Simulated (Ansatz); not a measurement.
# LiNb16: the cost of one run

Method: DFT PBEsol, plane waves, PAW, scalar-relativistic, no spin polarisation, in Ansatz 0.2.0.

## 1. Starting point

The cell holds 17 atoms (LiNb16): a = 6.600 Å, b = 6.600 Å, c = 6.600 Å, α = 90.00°, β = 90.00°, γ = 90.00°.

The coordinates stand in the first input below.

## 2. Relaxing the start

input.yaml reads:

```yaml
accuracy: low
crystal:
  lattice:
    - [6.6, 0.0, 0.0]
    - [0.0, 6.6, 0.0]
    - [0.0, 0.0, 6.6]
  atoms:
    - { symbol: Nb, position: [0.0, 0.0, 0.0] }
    - { symbol: Nb, position: [0.5, 0.0, 0.0] }
    - { symbol: Nb, position: [0.0, 0.5, 0.0] }
    - { symbol: Nb, position: [0.0, 0.0, 0.5] }
    - { symbol: Nb, position: [0.25, 0.25, 0.25] }
    - { symbol: Nb, position: [0.5, 0.5, 0.0] }
    - { symbol: Nb, position: [0.5, 0.0, 0.5] }
    - { symbol: Nb, position: [0.75, 0.25, 0.25] }
    - { symbol: Nb, position: [0.0, 0.5, 0.5] }
    - { symbol: Nb, position: [0.25, 0.75, 0.25] }
    - { symbol: Nb, position: [0.25, 0.25, 0.75] }
    - { symbol: Nb, position: [0.5, 0.5, 0.5] }
    - { symbol: Nb, position: [0.75, 0.75, 0.25] }
    - { symbol: Nb, position: [0.75, 0.25, 0.75] }
    - { symbol: Nb, position: [0.25, 0.75, 0.75] }
    - { symbol: Nb, position: [0.75, 0.75, 0.75] }
    - { symbol: Li, position: [0.6224079, 0.7614052, -0.0045116] }
basis:
  ecutwfc: 420.0
kpoints:
  mp_grid: { grid: [3, 3, 3] }
hamiltonian:
  xc: pbesol
scf:
  occupations: { method: fermi_dirac, width: 0.05 }
  lower_state_search: "off"
relax:
  f_tol: 0.08
  max_steps: 25
  adjacent_minimum: "off"
```

Launch:

```sh
> ansatz run input.yaml --threads 4 --pin off --max-ram 10240MiB --backend cpu --events-out ev --progress --plain --runs-dir out
```

Q: Estimate wall time and peak memory on 4 threads of Intel Xeon Platinum 8259CL at 2.50GHz (Skylake/Cascade Lake), shared host.

About 40 s, with a peak of 1.2 GiB.
